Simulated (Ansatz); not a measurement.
Working through a small convex hull of the Ba-Sr system

Program: Ansatz 0.2.0, Python API.

Interactive session:
```pycon
>>> from collections import Counter
>>> import warnings
>>> import ansatz as az
>>> import numpy as np
>>> import pandas as pd
>>> from scipy.spatial import ConvexHull
>>> PHASES = {
...     "BaSr Cmmm": (
...         [(2.50860237, -3.46572146, 0.0), (2.50860237, 3.46572146, 0.0), (0.0, 0.0, 6.9208264)],
...         [
...             ("Ba", (0.0, 0.0, 0.0)),
...             ("Sr", (0.5, 0.5, 0.5)),
...         ],
...     ),
...     "Ba3Sr Fm-3m": (
...         [(0.0, 5.01282112, 5.01282112), (5.01282112, 0.0, 5.01282112), (5.01282112, 5.01282112, 0.0)],
...         [
...             ("Ba", (0.25, 0.25, 0.25)),
...             ("Ba", (0.75, 0.75, 0.75)),
...             ("Ba", (0.5, 0.5, 0.5)),
...             ("Sr", (0.0, 0.0, 0.0)),
...         ],
...     ),
...     "BaSr3 Fm-3m": (
...         [(0.0, 4.87502878, 4.87502878), (4.87502878, 0.0, 4.87502878), (4.87502878, 4.87502878, 0.0)],
...         [
...             ("Ba", (0.0, 0.0, 0.0)),
...             ("Sr", (0.25, 0.25, 0.25)),
...             ("Sr", (0.75, 0.75, 0.75)),
...             ("Sr", (0.5, 0.5, 0.5)),
...         ],
...     ),
...     "Ba": (
...         [(-2.5065, 2.5065, 2.5065), (2.5065, -2.5065, 2.5065), (2.5065, 2.5065, -2.5065)],
...         [
...             ("Ba", (0.0, 0.0, 0.0)),
...         ],
...     ),
...     "Sr": (
...         [(0.0, 3.04235, 3.04235), (3.04235, 0.0, 3.04235), (3.04235, 3.04235, 0.0)],
...         [
...             ("Sr", (0.0, 0.0, 0.0)),
...         ],
...     ),
... }
>>> def build(vectors, sites):
...     crystal = az.Crystal(lattice=az.Lattice.of(vectors))
...     for symbol, position in sites:
...         crystal = crystal.atom(symbol, position)
...     return crystal
...
>>> def compute(name, crystal):
...     calc = (
...         crystal.calculation()
...         .basis(470)
...         .functional("pbesol")
...         .kpoints(spacing=0.33)
...         .occupations("fermi_dirac", width=0.1)
...     )
...     calc = calc.relax(force_tolerance=0.03, fix_cell=["shape"])
...     return calc.run()
...
>>> def counts(outcome):
...     return Counter(site.symbol for site in outcome.lattice.sites)
...
>>> def formation_energy(outcome, mu):
...     n = counts(outcome)
...     return (outcome.report["energy_sigma0_ev"] - sum(k * mu[element] for element, k in n.items())) / sum(n.values())
...
>>> warnings.simplefilter("ignore", az.DeckWarning)
>>> phases = {name: build(*cell) for name, cell in PHASES.items()}
>>> done = {name: compute(name, crystal) for name, crystal in phases.items()}

>>> references = {"Ba": "Ba", "Sr": "Sr"}
>>> mu = {element: done[name].report["energy_sigma0_ev"] / len(done[name].lattice.sites) for element, name in references.items()}
>>> points = sorted((counts(o)["Sr"] / len(o.lattice.sites), formation_energy(o, mu), name) for name, o in done.items())
>>> xy = np.array([(x, e) for x, e, _ in points] + [(0.5, 10.0)])
>>> hull = sorted(tuple(xy[i]) for i in ConvexHull(xy).vertices if xy[i, 1] < 5)
>>> rows = [(name, x, e, e - np.interp(x, *zip(*hull))) for x, e, name in points]
>>> print(pd.DataFrame(rows, columns=["phase", "x(Sr)", "E_form (eV/atom)", "above hull (eV/atom)"]).round(4).to_string(index=False))
      phase  x(Sr)  E_form (eV/atom)  above hull (eV/atom)
         Ba   0.00            0.0000                0.0000
Ba3Sr Fm-3m   0.25           -0.0105                0.0000
  BaSr Cmmm   0.50           -0.0130                0.0004
BaSr3 Fm-3m   0.75           -0.0162                0.0000
         Sr   1.00            0.0000                0.0000
>>> print("on the hull of these phases:", ", ".join(row[0] for row in rows if row[3] < 1e-6))
on the hull of these phases: Ba, Ba3Sr Fm-3m, BaSr3 Fm-3m, Sr
```

Reading the output:
- For the metals among these phases the mesh is modest: differences between phases can be off by up to 40 meV an atom.
- These metals are very soft, so angles and axial ratios aren't settled by this mesh and stress tolerance.
- Atoms and volume are relaxed with the cell's shape held, which in cells of lower than cubic symmetry can hide stresses and shift volumes.
- The cells come from databases of deposited and of computed structures, and not all need be stable phases.
- Differences under about 40 meV an atom lie within the error of mesh and functional, so such verdicts may flip; only the cells listed enter the hull.
- Run time: 51 s on 1 thread of Arm Neoverse V1, with other jobs on the host, peak memory 0.67 GiB.

(Lines on the test bed's own set-up are left out of the output.)
